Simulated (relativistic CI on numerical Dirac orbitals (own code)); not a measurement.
# Ir XXIV (Ir²³⁺): levels and lines

Aim: the low levels of Ir²³⁺, their labels and the strongest lines; runs with one setting changed show what the result hangs on.

Program: relativistic CI on numerical Dirac orbitals (own code) version 2. Level of theory: Dirac-Coulomb-Breit CI, KLI orbitals optimised for each configuration, model QED (radiative potential, 1s self-energy scaled to tabulated hydrogen-like ionisation energies). These are calculated values, not measurements, unless marked.

### 1 Starting point

```
ion                       : Ir²³⁺ (Ir XXIV)
nuclear charge            : 77
electrons                 : 54
isotope                   : A = 193
first configuration typed : [Kr] 4d10 4f8
```

The outer shells:

first configuration typed
```
[Kr] core
4d [↑↓][↑↓][↑↓][↑↓][↑↓]
4f [↑↓][↑ ][↑ ][↑ ][↑ ][↑ ][↑ ]
```

### 2 CI with the chosen configurations

Settings of the run:

```ini
atom Ir  Z=77  charge=23  electrons=54
nucleus A=193  rms_radius_fm=5.4032
hamiltonian dirac-coulomb  breit=on  qed=on  c_scale=1
orbitals kli  potential=per-configuration
slater_scale 1
correlation none
mixing on
configurations
  [Kr] 4d10 4f8
  [Kr] 4d10 4f7 5s
  [Kr] 4d10 4f6 5s2
  [Kr] 4d10 4f7 5p
  [Kr] 4d9 4f9
  [Ar] 3d10 4s2 4p5 4d10 4f9
  [Kr] 4d10 4f7 6s
  [Ar] 3d10 4s 4p6 4d10 4f9
  [Kr] 4d10 4f7 7s
  [Ar] 3d10 4p6 4d10 4f10
  [Ar] 3d10 4s 4p6 4d10 4f7 5s2
  [Ar] 3d10 4s 4p6 4d10 4f8 5s
end
```

### 3 Correlation estimate p86

The settings differ from step 2 so:

```diff
@@ -5,3 +5,3 @@
 slater_scale 1
-correlation none
+correlation p86
 mixing on
```

### 4 Without configuration mixing

The settings differ from step 3 so:

```diff
@@ -5,4 +5,4 @@
 slater_scale 1
-correlation p86
-mixing on
+correlation none
+mixing off
 configurations
```

### 5 The first configuration alone

Settings of the run:

```ini
atom Ir  Z=77  charge=23  electrons=54
nucleus A=193  rms_radius_fm=5.4032
hamiltonian dirac-coulomb  breit=on  qed=on  c_scale=1
orbitals kli  potential=per-configuration
slater_scale 1
correlation none
mixing on
configurations
  [Kr] 4d10 4f8
end
```

(Steps that only read results are left out.)

**Question.** What will these runs give? Wanted: lowest level; first excitation; lowest level of the other parity; fastest E1 line; ionisation energy.

The runs gave:

| run | time | mean size of shift, levels followed (cm⁻¹) | lowest level | ionisation energy (eV) |
| --- | --- | --- | --- | --- |
| main run | 12 s | 0 | 4f8 7F6 | 691.24 |
| correlation estimate p86 | 15 s | 0.4 | 4f8 7F6 | 693.25 |
| without configuration mixing | 13 s | 438 | 4f8 7F6 | - |
| the first configuration alone | 0.4 s | 438 | 4f8 7F6 | - |

The tabulated theoretical ionisation energy (NIST) is 720 eV.

| quantity | value |
| --- | --- |
| lowest level | 4f8 7F6 |
| first excitation | 4f8 7F5, 13000.9 cm⁻¹ |
| lowest level of the other parity | 4f7 5s 9S°4, 521310 cm⁻¹ |
| levels in the model | 9835 |
| fastest E1 line (by rate) to the lowest level among the lowest 400 of 9835 levels | 16.13 nm, from 4f7 5s 7D°5 |
| ionisation energy | 691.24 eV |
| ionisation energy, tabulated theoretical (NIST) | 720 eV |

In words: The lowest level is 4f8 7F6, 80 % pure in LS and 40 % in jj coupling; over the low levels the means are 59 and 48 %, so LS coupling describes them better. The ionisation energy agrees with the tabulated theoretical value within its uncertainty of 40 eV. Of the changes tried, the run «the first configuration alone» moves the low levels most, by 438 cm⁻¹ on average. Lifetimes count radiative decay inside the model alone.
